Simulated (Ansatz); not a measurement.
# ClH3SSeSi: the cost of one run

All numbers are computed with the Python package of Ansatz 0.2.0. Level of theory: r2SCAN/def2-SVP.

### Step 1. The structure

Bond lengths: S1–Si2 2.116 Å, Si2–Cl3 2.062 Å, Si2–Se4 2.254 Å, S1–H5 1.452 Å, Si2–H6 1.474 Å, Se4–H7 1.493 Å. Angles: S1–Si2–Cl3 108.3°, S1–Si2–Se4 108.7°, S1–Si2–H6 110.6°, Cl3–Si2–Se4 108.1°, Cl3–Si2–H6 109.2°, Se4–Si2–H6 111.9°, Si2–S1–H5 92.5°, Si2–Se4–H7 92.8°.

No structure file is read: the coordinates are typed or built in the script.

### Step 2. The code

Input file scan.py:

```python
'''Stretching a bond of ClH3SSeSi, the rest held rigid.'''

import logging
import sys

import ansatz as az
import matplotlib.pyplot as plt
import numpy as np

logging.basicConfig(stream=sys.stdout, format='%(levelname)s:%(name)s:%(message)s')
logger = logging.getLogger('calc')
logger.setLevel(logging.INFO)

GEOMETRY = '''
S     0.18720    1.41870   -1.15760
Si   -0.02670    0.22030    0.57370
Cl    1.75220    0.26560    1.61580
Se   -0.41050   -1.90770   -0.06180
H    -1.17860    1.16350   -1.57900
H    -1.10540    0.74060    1.43320
H     0.84300   -1.96890   -0.87000
'''

system = az.Crystal.molecule()
for line in GEOMETRY.strip().splitlines():
    symbol, *xyz = line.split()
    system = system.atom(symbol, [float(v) for v in xyz])

symbols = [site.symbol for site in system.cartesian_sites]
start = np.array([site.position_ang for site in system.cartesian_sites])
axis = (start[3] - start[1]) / np.linalg.norm(start[3] - start[1])
moving = [3, 6]
lengths, energies = [1.983, 2.073, 2.164, 2.254, 2.344, 2.434, 2.524, 2.659], []
for length in lengths:
    xyz = start.copy()
    xyz[moving] += (length - np.linalg.norm(start[3] - start[1])) * axis
    point = az.Crystal.molecule()
    for symbol, place in zip(symbols, xyz):
        point = point.atom(symbol, place.tolist())
    calculation = (
        point.calculation()
        .basis(gaussian='def2-SVP')
        .functional('r2scan')
        .scf(lower_state_search='light')
    )
    r = calculation.run(threads=1).report
    energies.append(r['free_energy_ev'])
    logger.info(f'r = {length:6.3f} A  E = {energies[-1]:.5f} eV  <S^2> = {abs(r["mean_field"]["state"]["spin_squared"]):.3f}')

# quartic fit about the minimum
fit = np.polynomial.Polynomial.fit(lengths, np.array(energies) - min(energies), 4).convert()
roots = [r.real for r in fit.deriv().roots() if abs(r.imag) < 1e-9 and fit.deriv(2)(r.real) > 0]
r_e = min(roots, key=lambda r: abs(r - lengths[int(np.argmin(energies))]))
logger.info(f'minimum of the fit at {r_e:.4f} A, force constant {fit.deriv(2)(r_e):.2f} eV/A^2')
plt.figure(figsize=(4.5, 3))
plt.plot(lengths, np.array(energies) - min(energies), 'o-')
plt.xlabel('bond length (A)')
plt.ylabel('E - E(min) (eV)')
plt.tight_layout()
plt.savefig('scan.png', dpi=100)
```

### Step 3. The input behind the calls

The engine receives this input (first run):

```yaml
crystal:
  periodic: [false, false, false]
  atoms:
    - { symbol: S, position_ang: [0.1872, 1.4187, -1.1576] }
    - { symbol: Si, position_ang: [-0.0267, 0.2203, 0.5737] }
    - { symbol: Cl, position_ang: [1.7522, 0.2656, 1.6158] }
    - { symbol: Se, position_ang: [-0.36438767216277884, -1.6520276872391697, 0.014553268214054303] }
    - { symbol: H, position_ang: [-1.1786, 1.1635, -1.579] }
    - { symbol: H, position_ang: [-1.1054, 0.7406, 1.4332] }
    - { symbol: H, position_ang: [0.8891123278372212, -1.7132276872391698, -0.7936467317859457] }
basis:
  gaussian:
    orbitals: def2-SVP
hamiltonian:
  xc: r2scan
scf:
  lower_state_search: light
```

### Step 4. Running it

Command:

```sh
> python scan.py
```

What time and memory should one allow on 1 thread of Arm Neoverse V1, shared host?

About 61 s, with a peak of 0.27 GiB.
